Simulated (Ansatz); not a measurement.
# C₆H₁₆F₂N₂Zr: a ladder of functionals and wavefunction methods

An exercise on one series of results from a longer session: the logs are not shown, and one member is left open.

Program: Ansatz 0.2.0, Gaussian basis. Level of theory: functionals in def2-TZVPP, the program's frozen cores in correlated methods. These are calculated values, not measurements.

Plan: LDA (SPW92), PBE-D4, revPBE-D4, BLYP-D4, r2SCAN-D4, B97M-V, PBE0-D4, B3LYP-D4, r2SCANh-D4, r2SCAN0-D4, HSE06-D4, BHLYP-D4, CAM-B3LYP-D4, LC-ωPBE, ωB97X-V, ωB97M-V, B2PLYP, PBE-QIDH; CCSD(T)/def2-SVP; CCSD(T)/def2-TZVPP; MP2/def2-QZVPP; extrapolation to the limit; RPA on PBE.

## Structure used throughout

The geometry comes from an earlier relaxation with PBE0-D4 in a triple-zeta def2 set; it is a stationary point, not always the lowest conformer. Zr takes the def2 core potential; no spin-orbit term is included.

27 atoms, charge 0, spin multiplicity 1.

Atoms are counted from 1 here; the program's logs count them from 0.

Bond lengths: C1–N2 1.438 Å, C1–H12 1.100 Å, C1–H13 1.091 Å, C1–H14 1.100 Å, N2–C3 1.446 Å, N2–Zr4 2.022 Å, C3–H15 1.099 Å, C3–H16 1.099 Å, C3–H17 1.099 Å, Zr4–F5 1.924 Å, Zr4–F6 1.932 Å, Zr4–N7 2.026 Å, N7–C8 1.461 Å, N7–H18 1.016 Å, C8–C9 1.525 Å, C8–C10 1.527 Å, C8–C11 1.527 Å, C9–H19 1.094 Å and more. Angles: N2–C1–H12 111.5°, N2–C1–H13 110.4°, N2–C1–H14 111.6°, H12–C1–H13 107.8°, H12–C1–H14 107.2°, H13–C1–H14 108.1°, C1–N2–C3 112.9°, C1–N2–Zr4 133.7°, C3–N2–Zr4 113.3°, N2–C3–H15 111.8°, N2–C3–H16 111.9°, N2–C3–H17 111.3°, H15–C3–H16 108.1°, H15–C3–H17 106.6°, H16–C3–H17 106.9°, N2–Zr4–F5 108.1°, N2–Zr4–F6 107.3°, N2–Zr4–N7 107.2° and more.

The first run:

The input, in.yaml:

```yaml
crystal:
  periodic: [false, false, false]
  atoms:
    - {symbol: C, position_ang: [0.027678, 1.589888, 2.160133]}
    - {symbol: N, position_ang: [0.259800, 2.139730, 0.851581]}
    - {symbol: C, position_ang: [0.053177, 3.569371, 0.796327]}
    - {symbol: Zr, position_ang: [0.814650, 1.341371, -0.920842]}
    - {symbol: F, position_ang: [2.546690, 2.043553, -1.376590]}
    - {symbol: F, position_ang: [-0.510310, 1.863563, -2.226544]}
    - {symbol: N, position_ang: [0.972281, -0.660937, -0.653674]}
    - {symbol: C, position_ang: [-0.058892, -1.695826, -0.623813]}
    - {symbol: C, position_ang: [-1.419818, -1.007468, -0.634789]}
    - {symbol: C, position_ang: [0.087016, -2.525782, 0.649516]}
    - {symbol: C, position_ang: [0.068939, -2.601338, -1.847132]}
    - {symbol: H, position_ang: [0.692106, 2.041370, 2.911211]}
    - {symbol: H, position_ang: [0.208841, 0.513814, 2.158804]}
    - {symbol: H, position_ang: [-1.006070, 1.762758, 2.495080]}
    - {symbol: H, position_ang: [-0.977826, 3.843772, 1.060565]}
    - {symbol: H, position_ang: [0.732615, 4.107413, 1.471980]}
    - {symbol: H, position_ang: [0.233651, 3.960088, -0.214591]}
    - {symbol: H, position_ang: [1.897084, -1.077257, -0.593934]}
    - {symbol: H, position_ang: [-1.561454, -0.419408, -1.546882]}
    - {symbol: H, position_ang: [-1.530558, -0.345697, 0.230739]}
    - {symbol: H, position_ang: [-2.226328, -1.741764, -0.592044]}
    - {symbol: H, position_ang: [-0.674017, -3.309031, 0.697488]}
    - {symbol: H, position_ang: [-0.012186, -1.893184, 1.534210]}
    - {symbol: H, position_ang: [1.067874, -3.008252, 0.685185]}
    - {symbol: H, position_ang: [-0.041036, -2.020180, -2.765225]}
    - {symbol: H, position_ang: [1.049295, -3.085329, -1.866888]}
    - {symbol: H, position_ang: [-0.693199, -3.385228, -1.839859]}
basis:
  gaussian: {orbitals: def2-TZVPP}
hamiltonian: {xc: lda}
output: {orbitals: {seedname: orbitals}}
```

Launch:

```console
ansatz run in.yaml --threads 11 --pin off --events-out ev --progress --plain --max-ram 110592MiB --backend cuda --devices 0, --max-vram 75GiB
```

Steps of the session up to this table: LDA; PBE-D4 (GGA); revPBE-D4 (GGA); BLYP-D4 (GGA); r2SCAN-D4 (meta-GGA); B97M-V (meta-GGA); B3LYP-D4 (hybrid); r2SCANh-D4 (hybrid); r2SCAN0-D4 (hybrid); HSE06-D4 (hybrid); BHLYP-D4 (hybrid); CAM-B3LYP-D4 (range-separated); LC-ωPBE (range-separated); ωB97X-V (range-separated); ωB97M-V (range-separated); B2PLYP (double hybrid); PBE-QIDH (double hybrid).

One table of the session follows, with a row left open; its other results are not shown here.

It belongs to the step «Frontier levels by functional». 

| functional | HOMO (eV) | gap (eV) |
| --- | --- | --- |
| LDA (SPW92) | -5.37 | 3.85 |
| PBE-D4 | -5.22 | 3.97 |
| revPBE-D4 | ? | ? |
| BLYP-D4 | -5.11 | 3.97 |
| r2SCAN-D4 | -5.44 | 4.41 |
| B97M-V | -5.57 | 4.48 |
| PBE0-D4 | -6.50 | 6.15 |
| B3LYP-D4 | -6.30 | 5.70 |
| r2SCANh-D4 | -5.93 | 5.22 |
| r2SCAN0-D4 | -6.66 | 6.46 |
| HSE06-D4 | -6.10 | 5.37 |
| BHLYP-D4 | -7.72 | 8.19 |
| CAM-B3LYP-D4 | -7.86 | 8.46 |
| LC-ωPBE | -9.16 | 10.82 |
| ωB97X-V | -8.85 | 10.33 |
| ωB97M-V | -8.77 | 9.73 |

Estimate the missing values for revPBE-D4.

**Answer.** HOMO (eV): -5.15; gap (eV): 4.02. In the column «HOMO (eV)» it lies between PBE-D4 (-5.22) and BLYP-D4 (-5.11).
